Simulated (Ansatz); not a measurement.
# RbBiTe6 (element-swapped structure): how the settings move a single-point run

Question: which choices in the input matter for RbBiTe6 (element-swapped structure)?

Program: Ansatz 0.2.0. Level of theory: reference: DFT PBE, plane waves, PAW, scalar-relativistic, no spin polarisation. These are calculated values, not measurements.

### 1 The starting structure

Symmetry: R-3, No. 148, trigonal system. The conventional cell has a = 9.569 Å, b = 9.569 Å, c = 9.789 Å, α = 90.00°, β = 90.00°, γ = 120.00°. Around Bi (site symmetry -3) lie 6 Te at 2.35 Å. Around Rb (site symmetry -3) lie 12 Te at 3.62 to 4.12 Å. Around Te (site symmetry 1) lie 1 Bi at 2.35 Å.

As a file:

```cif
data_structure
_symmetry_space_group_name_H-M 'P 1'
_symmetry_Int_Tables_number 1
_cell_length_a 6.4163
_cell_length_b 6.4163
_cell_length_c 6.4163
_cell_angle_alpha 96.436
_cell_angle_beta 96.436
_cell_angle_gamma 96.436
_cell_volume 258.74
loop_
_atom_site_label
_atom_site_type_symbol
_atom_site_fract_x
_atom_site_fract_y
_atom_site_fract_z
_atom_site_occupancy
Bi1 Bi 0.00000 0.00000 0.00000 1
Rb1 Rb 0.50000 0.50000 0.50000 1
Te1 Te 0.71600 0.78900 0.10300 1
Te2 Te 0.10300 0.71600 0.78900 1
Te3 Te 0.78900 0.10300 0.71600 1
Te4 Te 0.28400 0.21100 0.89700 1
Te5 Te 0.89700 0.28400 0.21100 1
Te6 Te 0.21100 0.89700 0.28400 1
```

### 2 The reference run

File input.yaml:

```yaml
crystal:
  lattice:
    - [4.784509, 2.762334, 3.262884]
    - [-4.784509, 2.762334, 3.262884]
    - [0.0, -5.524681, 3.262884]
  atoms:
    - { symbol: Bi, position: [0.0, 0.0, 0.0] }
    - { symbol: Rb, position: [0.5, 0.5, 0.5] }
    - { symbol: Te, position: [0.716, 0.789, 0.103] }
    - { symbol: Te, position: [0.103, 0.716, 0.789] }
    - { symbol: Te, position: [0.789, 0.103, 0.716] }
    - { symbol: Te, position: [0.284, 0.211, 0.897] }
    - { symbol: Te, position: [0.897, 0.284, 0.211] }
    - { symbol: Te, position: [0.211, 0.897, 0.284] }
  symmetry: { tolerance: 0.0003 }
kpoints:
  mp_grid: { grid: [3, 3, 3], shift: [0, 0, 0] }
magnetization:
  spin_polarized: false
scf:
  occupations: { method: fermi_dirac }
hamiltonian:
  pseudopotentials: { kind: paw }
  xc: pbe
basis:
  ecutwfc: 420
output:
  forces: true
  stress: true
  eigenvalues: true
```

On the command line:

```bash
$ ansatz run input.yaml --threads 1 --pin off --max-ram 2560MiB --backend cpu --events-out ev --progress --plain --runs-dir out
```

### 3 Changed: mp_grid.shift [0.5, 0.5, 0.5]

Edit input.yaml of step 2 so:

```diff
@@ -16,3 +16,3 @@
 kpoints:
-  mp_grid: { grid: [3, 3, 3], shift: [0, 0, 0] }
+  mp_grid: { grid: [3, 3, 3], shift: [0.5, 0.5, 0.5] }
 magnetization:
```

### 4 Changed: occupations.method tetrahedron_uncorrected, mixing.algorithm broyden, mixing.beta 0.1, mixing.ndim 16, lower_state_search light

Edit input.yaml of step 2 so:

```diff
@@ -20,3 +20,5 @@
 scf:
-  occupations: { method: fermi_dirac }
+  occupations: { method: tetrahedron_uncorrected }
+  mixing: { algorithm: broyden, beta: 0.1, ndim: 16 }
+  lower_state_search: light
 hamiltonian:
@@ -30 +32,5 @@
   eigenvalues: true
+  write_density: true
+  write_potential: true
+  elf: true
+  volumetric_format: npy
```

### 5 Variant: n_extra_bands 16

Edit input.yaml of step 2 so:

```diff
@@ -21,2 +21,3 @@
   occupations: { method: fermi_dirac }
+  n_extra_bands: 16
 hamiltonian:
```

### 6 Changing settings: eigensolver.kind davidson, dr2_threshold 1.0e-09, ecutrho_ratio 9

Edit input.yaml of step 2 so:

```diff
@@ -21,2 +21,4 @@
   occupations: { method: fermi_dirac }
+  eigensolver: { kind: davidson }
+  convergence: { dr2_threshold: 1.0e-09 }
 hamiltonian:
@@ -26,2 +28,3 @@
   ecutwfc: 420
+  ecutrho_ratio: 9
 output:
@@ -30 +33,5 @@
   eigenvalues: true
+  write_density: true
+  write_potential: true
+  elf: true
+  volumetric_format: npy
```

Q: Predict the outcome of this session. Wanted: for each run, ending; energy change; pressure; gap; force.

The runs gave:

```
                                                                                                                               run     ending        energy change  pressure (GPa)  gap (eV)  force (eV/Å)  cycles   time
                                                                                                                         reference  converged                    0            34.7      0.00         11.65       7  9.4 s
                                                                                                  1: mp_grid.shift [0.5, 0.5, 0.5]  converged        -1.8 meV/atom            34.6      0.00         11.54       7  8.8 s
2: occupations.method tetrahedron_uncorrected, mixing.algorithm broyden, mixing.beta 0.1, mixing.ndim 16, lower_state_search light  converged  +5.8 meV/atom (σ→0)            34.8      0.00         11.60      15   16 s
                                                                                                               3: n_extra_bands 16  converged         0.0 meV/atom            34.7      0.00         11.65       7  9.7 s
                                                              4: eigensolver.kind davidson, dr2_threshold 1.0e-09, ecutrho_ratio 9  converged         0.0 meV/atom            34.7      0.00         11.65      10   20 s
```

Times don't compare one to one where runs were asked for different outputs or read a saved state (see the inputs); cycles may leave out searches for a lower state.

Residual by cycle in the longest SCF loop of each run; runs are numbered as in the table. The quantity is the density residual dr2, in eV.

```
cycle  reference   run 1    run 2   run 3    run 4
    1     0.0923  0.0596     0.13  0.0914    0.109
    2     0.0129  0.0143    0.128  0.0128   0.0231
    4     2.3e-4  2.7e-4  0.00703  2.5e-4   1.3e-4
    5     6.2e-6  4.7e-6  0.00459  6.8e-6   4.3e-6
    6     8.5e-7  5.0e-7  0.00123  8.8e-7   1.2e-6
    7     5.0e-8  4.2e-8   9.4e-4  5.4e-8   1.1e-7
    9          -       -   1.2e-4       -   2.3e-9
   10          -       -   1.4e-5       -  9.1e-11
   11          -       -   4.1e-6       -        -
   12          -       -   2.8e-6       -        -
   14          -       -   1.3e-7       -        -
   15          -       -   1.2e-8       -        -
```

The pressure spans 34.6 to 34.8 GPa over the reference and the converged variants. The structure is not at rest: the sound run finds 35 GPa, so these are no properties of the relaxed crystal. 

The reference has limits of its own: its mesh is coarse for a cell with so small a gap or none; the structure is made up and not relaxed.
